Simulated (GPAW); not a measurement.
Cd2S in GPAW: convergence with smearing width (eV)

Crystal: Cd2S.

```xyz
3
Lattice="3.9627 0.0000 0.0000 -1.9813 3.4318 0.0000 0.0000 0.0000 5.8092" Properties=species:S:1:pos:R:3 pbc="T T T"
Cd    0.0000    2.2878    5.4183
Cd    1.9813    1.1439    3.3620
S     0.0000    2.2878    2.1245
```

The cell comes from a database or a generator and needn't be the stable form of this composition.

* Program: GPAW 26.7.0
* Task: convergence study
* Functional: PBE
* Potentials or basis: GPAW PAW data sets (gpaw-data 1.2.1)
* Cutoff: 600 eV
* Basis: pw
* k mesh: 5 × 5 × 3
* Occupations: methfessel-paxton, width 0.5 eV
* Spin: no spin polarisation

These are the settings of the first run; the series varies smearing width (eV), with any setting tied to it.

Hardware: 1 thread of Arm Neoverse V1 (shared host).

| smearing width (eV) | energy less the tightest run, at zero smearing (meV/atom) | pressure (GPa) | largest force (eV/Å) | SCF cycles | CPU time (s) | peak memory (GiB) |
| --- | --- | --- | --- | --- | --- | --- |
| 0.5 | 0.11 | -0.72 | 0.034 | 11 | 20 | 0.17 |
| 0.3 | 0.70 | -0.59 | 0.064 | 11 | 20 | 0.17 |
| 0.2 | 0.34 | -0.61 | 0.052 | 11 | 19 | 0.17 |
| 0.15 | 0.25 | -0.62 | 0.046 | 11 | 19 | 0.17 |
| 0.1 | 0.10 | -0.65 | 0.036 | 11 | 20 | 0.17 |
| 0.05 | 0.05 | -0.64 | 0.040 | 11 | 19 | 0.17 |
| 0.025 | 0.00 | -0.64 | 0.041 | 11 | 19 | 0.17 |
| 0.01 | 0.00 | -0.64 | 0.041 | 11 | 20 | 0.17 |

Against the tightest run, the energy stays within 1 meV/atom from 0.5 on; the pressure stays within 0.1 GPa from 0.5 on; the largest force stays within 0.005 eV/Å from 0.1 on. The tightest run that finished is the yardstick and may itself not be fully converged.

Caveat, for the tightest run too: the k mesh is coarse; this smearing can pin the Fermi level at a band edge.
